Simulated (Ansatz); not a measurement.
# BHLYP/cc-pVDZ run of GeH2Cl2O (SMILES [OH][GeH]([Cl])[Cl])

Aim: the vertical ionisation energy of GeH2Cl2O at BHLYP/cc-pVDZ, from 2 runs. 

The calculation is run with Ansatz 0.2.0.

65 further runs of the same task are left out: 1 that didn't finish, 64 set aside as unsound or not needed.

### Step 1. The structure to begin with

The species is GeH2Cl2O (6 atoms), meant as a singlet with charge 0. SMILES: `[OH][GeH]([Cl])[Cl]`. The coordinates come from a PBE0-D4/def2-TZVP relaxation. This is one conformer, not always the lowest.

Bond lengths: O1–Ge2 1.752 Å, Ge2–Cl3 2.137 Å, Ge2–Cl4 2.137 Å, O1–H5 0.961 Å, Ge2–H6 1.521 Å. Angles: O1–Ge2–Cl3 109.7°, O1–Ge2–Cl4 109.7°, Cl3–Ge2–Cl4 106.8°, O1–Ge2–H6 108.2°, Cl3–Ge2–H6 111.2°, Cl4–Ge2–H6 111.3°, Ge2–O1–H5 113.6°.

### Step 2. A single-point energy at BHLYP/cc-pVDZ

Contents of in.yaml:

```yaml
crystal:
  periodic: [false, false, false]
  atoms:
    - {symbol: O, position_ang: [-0.161000, 1.291000, -0.614200]}
    - {symbol: Ge, position_ang: [-0.065400, -0.148800, 0.378900]}
    - {symbol: Cl, position_ang: [1.948500, -0.862600, 0.421700]}
    - {symbol: Cl, position_ang: [-1.252400, -1.700600, -0.487400]}
    - {symbol: H, position_ang: [0.126400, 1.152000, -1.521000]}
    - {symbol: H, position_ang: [-0.554000, 0.204900, 1.775700]}
basis:
  gaussian: {orbitals: cc-pVDZ}
output: {orbitals: {seedname: orbitals}}
hamiltonian: {xc: {name: BHLYP}}
accuracy: high
```

Run with:

```console
ansatz run in.yaml --threads 1 --pin off --max-ram 3480MiB --events-out events.jsonl --progress --plain --runs-dir runs
```

The program printed:

```text
Warning: RAYON_NUM_THREADS=1 ignored (pool sized by the plan → 1); use --threads N
Functional definition: BHLYP
  name "BHLYP"
  parameter a = 0.5
  exchange = (1 - a)*b88_x + a*exact_x
  correlation = lyp_c
1946 factors; integrals over basis functions are off by at most 4.4e-9 eV
mean field evaluation 1: about -83640.3042 eV, gradient 4.4e1 eV
mean field evaluation 2: about -83638.1480 eV, gradient 5.6e1 eV
mean field evaluation 4: about -83643.8131 eV, gradient 1.4e0 eV
mean field evaluation 8: about -83644.0617 eV, gradient 1.2e-1 eV
mean field evaluation 16: about -83644.0618 eV, gradient 4.5e-5 eV
mean field -83644.06182804 eV, -3073.8625761991 hartree, gradient 3.8e-8 eV, S^2 0.000000; 0 other end points of the search recorded, 0 dependent functions left out
reference -83644.06185421 eV, -3073.8625771606 hartree; 38, 38 occupied and 49, 49 virtual orbitals, 1946 factors
Total energy: -83644.06185421 eV, -3073.8625771606 hartree
```

Wall time 4.5 s (1 thread of AMD EPYC 9R45 (Zen 5), shared host); peak memory 0.37 GiB.

### Step 3. The doublet cation at the same level

Contents of input.yaml:

```yaml
crystal:
  periodic: [false, false, false]
  atoms:
    - {symbol: O, position_ang: [-0.161000, 1.291000, -0.614200]}
    - {symbol: Ge, position_ang: [-0.065400, -0.148800, 0.378900]}
    - {symbol: Cl, position_ang: [1.948500, -0.862600, 0.421700]}
    - {symbol: Cl, position_ang: [-1.252400, -1.700600, -0.487400]}
    - {symbol: H, position_ang: [0.126400, 1.152000, -1.521000]}
    - {symbol: H, position_ang: [-0.554000, 0.204900, 1.775700]}
basis:
  gaussian:
    orbitals: cc-pVDZ
total_charge: 1
magnetization:
  spin_polarized: true
  initial_magnetization: 1
hamiltonian:
  xc: {name: BHLYP}
accuracy: high
output: {orbitals: {seedname: orbitals}}
```

Run with:

```console
ansatz run input.yaml --threads 1 --pin off --max-ram 3480MiB --events-out events.jsonl --progress --plain --runs-dir runs
```

The program printed:

```text
Warning: RAYON_NUM_THREADS=1 ignored (pool sized by the plan → 1); use --threads N
[... 5 set-up lines as earlier in the session ...]
1944 factors; integrals over basis functions are off by at most 4.4e-9 eV
mean field evaluation 1: about -83624.7892 eV, gradient 4.4e1 eV
mean field evaluation 2: about -83602.2502 eV, gradient 8.2e1 eV
mean field evaluation 4: about -83631.9470 eV, gradient 4.9e0 eV
mean field evaluation 8: about -83632.1133 eV, gradient 2.6e-1 eV
mean field evaluation 16: about -83632.1332 eV, gradient 5.8e-2 eV
mean field evaluation 32: about -83632.3872 eV, gradient 2.9e-2 eV
mean field -83632.38722098 eV, -3073.4335423031 hartree, gradient 2.0e-8 eV, S^2 0.764388; 6 other end points of the search recorded, 0 dependent functions left out
reference -83632.38724696 eV, -3073.4335432578 hartree; 38, 37 occupied and 49, 50 virtual orbitals, 1944 factors
Total energy: -83632.38724696 eV, -3073.4335432578 hartree
```

Wall time 16 s (1 thread of AMD EPYC 9R45 (Zen 5), shared host); peak memory 0.56 GiB.

### Step 4. Outcome

Level: BHLYP/cc-pVDZ.

```
                                          quantity           value
                    singlet GeH2Cl2O: total energy  -3073.86258 Eh
                     singlet GeH2Cl2O: HOMO energy       -10.42 eV
                     singlet GeH2Cl2O: LUMO energy         0.40 eV
                   singlet GeH2Cl2O: HOMO–LUMO gap        10.82 eV
                      doublet cation: total energy  -3073.43354 Eh
doublet cation: HOMO energy (highest over α and β)       -16.14 eV
 doublet cation: LUMO energy (lowest over α and β)       -12.92 eV
                              doublet cation: ⟨S²⟩           0.764
vertical ionisation energy (to the doublet cation)       11.675 eV
```

**Reading.** Removing an electron at fixed nuclei costs 11.67 eV (269 kcal/mol). The negative HOMO energy of the first species, 10.42 eV, lies 1.25 eV below that difference.
